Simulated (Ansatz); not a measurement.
# F2GeH2OS: how energies converge with the basis set

An exercise on one series of results from a longer session: the logs are not shown, and one member is left open.

The runs use Ansatz 0.2.0, Gaussian basis; one geometry, several basis sets.

Levels to be run: PBE0-D4/def2-SVP; ωB97M-V/def2-SVP; PBE0-D4/def2-QZVPP; ωB97M-V/def2-QZVPP; the functionals' def2-TZVPP values are taken from earlier runs.

### Structure used throughout

All runs share one geometry, relaxed beforehand with PBE0-D4 in a triple-zeta def2 set.

SMILES `[OH][Ge]([F])([F])[SH]`, 7 atoms, charge 0, spin multiplicity 1.

Atoms are counted from 1 here; the program's logs count them from 0.

Bond lengths: O1–Ge2 1.744 Å, O1–H6 0.962 Å, Ge2–F3 1.716 Å, Ge2–F4 1.722 Å, Ge2–S5 2.169 Å, S5–H7 1.345 Å. Angles: Ge2–O1–H6 112.5°, O1–Ge2–F3 111.7°, O1–Ge2–F4 106.9°, O1–Ge2–S5 111.6°, F3–Ge2–F4 103.4°, F3–Ge2–S5 108.3°, F4–Ge2–S5 114.6°, Ge2–S5–H7 91.2°.

The first run:

in.yaml

```yaml
crystal:
  periodic: [false, false, false]
  atoms:
    - {symbol: O, position_ang: [-1.010993, 0.283114, 1.015171]}
    - {symbol: Ge, position_ang: [0.280760, -0.342690, 0.023889]}
    - {symbol: F, position_ang: [1.451703, -1.176796, 0.960066]}
    - {symbol: F, position_ang: [-0.397496, -1.580940, -0.961146]}
    - {symbol: S, position_ang: [1.283327, 1.238107, -1.072395]}
    - {symbol: H, position_ang: [-1.668844, -0.386255, 1.228010]}
    - {symbol: H, position_ang: [0.122743, 1.897459, -1.239295]}
basis:
  gaussian: {orbitals: def2-SVP}
hamiltonian: {xc: pbe0, dispersion: d4}
output: {orbitals: {seedname: orbitals}}
```

Run with:

```console
> ansatz run in.yaml --threads 4 --pin off --events-out ev --progress --plain --max-ram 10444MiB
```

Among the steps run: PBE0-D4 in def2-SVP; ωB97M-V in def2-SVP; PBE0-D4 in def2-QZVPP; ωB97M-V in def2-QZVPP.

One table of the session follows, with a row left open; its other results are not shown here.

It belongs to the step «Functionals by basis». 

| functional | basis | HOMO (eV) |
| --- | --- | --- |
| PBE0-D4 | def2-SVP | -8.40 |
| PBE0-D4 | def2-TZVPP | -8.54 |
| PBE0-D4 | def2-QZVPP | ? |
| ωB97M-V | def2-SVP | -10.61 |
| ωB97M-V | def2-TZVPP | -10.77 |
| ωB97M-V | def2-QZVPP | -10.83 |

Q: Estimate the row for PBE0-D4, def2-QZVPP from the others.

As computed: HOMO (eV): -8.58. In the column «HOMO (eV)» it lies between ωB97M-V, def2-SVP (-10.61) and PBE0-D4, def2-TZVPP (-8.54).
